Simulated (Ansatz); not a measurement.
# AlBrHO radical: up Jacob's ladder to CCSD(T)

How much do the methods differ for AlBrHO radical? The plan is to run it at one geometry with functionals of several rungs and with coupled cluster, and see how far each lands from CCSD(T) at the basis-set limit for the atomisation energy.

Computed with Ansatz 0.2.0, Gaussian basis. Level: functionals in def2-TZVPP, the program's frozen cores in correlated methods.

Plan: LDA (SPW92), PBE-D4, revPBE-D4, BLYP-D4, r2SCAN-D4, B97M-V, PBE0-D4, B3LYP-D4, r2SCANh-D4, r2SCAN0-D4, HSE06-D4, BHLYP-D4, CAM-B3LYP-D4, LC-ωPBE, ωB97X-V, ωB97M-V, B2PLYP, PBE-QIDH; CCSD(T)/def2-SVP; CCSD(T)/def2-TZVPP; MP2/def2-QZVPP; extrapolation to the limit; RPA on PBE.

## (1) Structure used throughout

The geometry comes from an earlier relaxation with PBE0-D4 in a triple-zeta def2 set; it is a stationary point.

SMILES `[OH][Al][Br]`, 4 atoms, charge 0, spin multiplicity 2.

Atoms are counted from 1 here; the program's logs count them from 0.

Bond lengths: O1–Al2 1.695 Å, O1–H4 0.957 Å, Al2–Br3 2.270 Å. Angles: Al2–O1–H4 123.5°, O1–Al2–Br3 116.9°.

## (2) LDA

This LDA is Slater exchange with PW92 correlation.

in.yaml

```yaml
crystal:
  periodic: [false, false, false]
  atoms:
    - {symbol: O, position_ang: [-0.417947, 0.558161, -0.729145]}
    - {symbol: Al, position_ang: [-0.100719, -0.215049, 0.745021]}
    - {symbol: Br, position_ang: [1.740930, -1.539731, 0.836008]}
    - {symbol: H, position_ang: [-1.166664, 1.136418, -0.872185]}
basis:
  gaussian: {orbitals: def2-TZVPP}
magnetization: {spin_polarized: true, initial_magnetization: 1}
hamiltonian: {xc: lda}
output: {orbitals: {seedname: orbitals}}
```

Further steps of the session: PBE-D4 (GGA); revPBE-D4 (GGA); BLYP-D4 (GGA); r2SCAN-D4 (meta-GGA); B97M-V (meta-GGA); PBE0-D4 (hybrid); B3LYP-D4 (hybrid); r2SCANh-D4 (hybrid); r2SCAN0-D4 (hybrid); HSE06-D4 (hybrid); BHLYP-D4 (hybrid); CAM-B3LYP-D4 (range-separated); LC-ωPBE-D4 (range-separated); ωB97X-V (range-separated); ωB97M-V (range-separated); B2PLYP (double hybrid); PBE-QIDH (double hybrid); CCSD(T) in def2-SVP; CCSD(T) in def2-TZVPP; MP2 in def2-QZVPP; RPA on PBE orbitals.

Q: Predict the results of all the runs planned. Wanted: atomisation energy, CCSD(T)/CBS; farthest beyond LDA; mean size of error, GGA; mean size of error, meta-GGA; mean size of error, hybrid; mean size of error, range-separated; mean size of error, double hybrid; gap, smallest and largest; T1 diagnostic.

As calculated:

| quantity | value |
| --- | --- |
| atomisation energy, CCSD(T)/CBS | 1259.6 kJ/mol |
| functionals within 12.6 kJ/mol (1.0 %) | PBE-D4, r2SCANh-D4 |
| farthest beyond LDA | BHLYP-D4 (-77.5 kJ/mol) |
| mean size of error, GGA | 20.8 kJ/mol |
| mean size of error, meta-GGA | 13.5 kJ/mol |
| mean size of error, hybrid | 30.2 kJ/mol |
| mean size of error, range-separated | 21.0 kJ/mol |
| mean size of error, double hybrid | 26.7 kJ/mol |
| gap, smallest and largest | 1.09 eV (B97M-V), 7.99 eV (LC-ωPBE) |
| T1 diagnostic | 0.0123 |
| triples share of the correlation energy | 3.4 % |

**Reading.** LDA overbinds by 180.6 kJ/mol (14 %). PBE-D4 is off by +10.8 kJ/mol. Double hybrids carry the basis error of their MP2 part in triple zeta, and no dispersion term here, so their miss is partly the set-up's. By mean error the best rung here is meta-GGA (13.5 kJ/mol) and the worst beyond LDA is hybrid (30.2 kJ/mol). The mean of the hybrids holds BHLYP, with half exact exchange. The reference freezes the cores and leaves out relativity and excitations past (T), and its outer-core shells are covered unevenly, so misses under about 12.6 kJ/mol can't be ranked. All levels share the lack of spin-orbit coupling, which lowers the free heavy atoms and so the true binding. Hartree-Fock recovers 71 % of the binding; the rest is correlation. CCSD(T) in def2-SVP is off by -119.9 kJ/mol, more than most functionals: a good method in a small basis is no reference. The gap grows from 1.1 to 8.0 eV across the functionals, mostly with the share of exact exchange. Correlated methods include outer-core shells of Br, which these sets cover unevenly.
